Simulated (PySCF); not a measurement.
# C3H13NSSi2: the cost of one run

Computed with PySCF 2.14.0 and routines of our own; the level stands in each step. Atoms count from 0.

## (1) The starting structure

20 atoms, charge 0, multiplicity 1; geometry from: GFN2-xTB.

## (2) Magnetic properties: GIAO B3LYP/pcSseg-1

Job settings and geometry (Å):

```
{"job": {"kind": "mag", "xc": "B3LYP", "basis": "pcSseg-1", "isotopologues": 2}, "charge": 0, "multiplicity": 1}
C     -2.317319     1.255965    -0.233531
C     -2.089739    -0.096547    -0.884512
C     -2.388249    -1.250100     0.057901
S     -0.394064    -0.241610    -1.584584
Si     0.918053     0.223211     0.039092
N      2.467147    -0.130439    -0.611288
Si     3.992293    -0.075135     0.203693
H     -2.019740     2.058258    -0.904375
H     -1.743879     1.340656     0.687189
H     -3.373471     1.375664     0.003486
H     -2.718973    -0.183350    -1.774682
H     -1.786712    -1.174262     0.960764
H     -3.439903    -1.233978     0.340150
H     -2.172241    -2.199487    -0.426189
H      0.608493    -0.602436     1.206785
H      0.832111     1.641751     0.380454
H      2.470964    -0.544373    -1.529255
H      4.217021    -1.302097     0.974587
H      5.005724     0.080144    -0.836709
H      3.927333     1.068842     1.108594
```

With the program's defaults for keys left out, this is: GIAO B3LYP/pcSseg-1 magnetisability, rotational g tensor and spin-rotation constants, non-relativistic, gas phase.

Command:

```bash
$ OMP_NUM_THREADS=1 python excited_run.py task.json out
```

This one command runs all jobs of the session in turn.

Q: Estimate the wall time and peak memory of this first job on 1 thread of Intel Xeon Platinum 8259CL at 2.50GHz, shared host.

About 81 s, with a peak of 0.95 GiB.
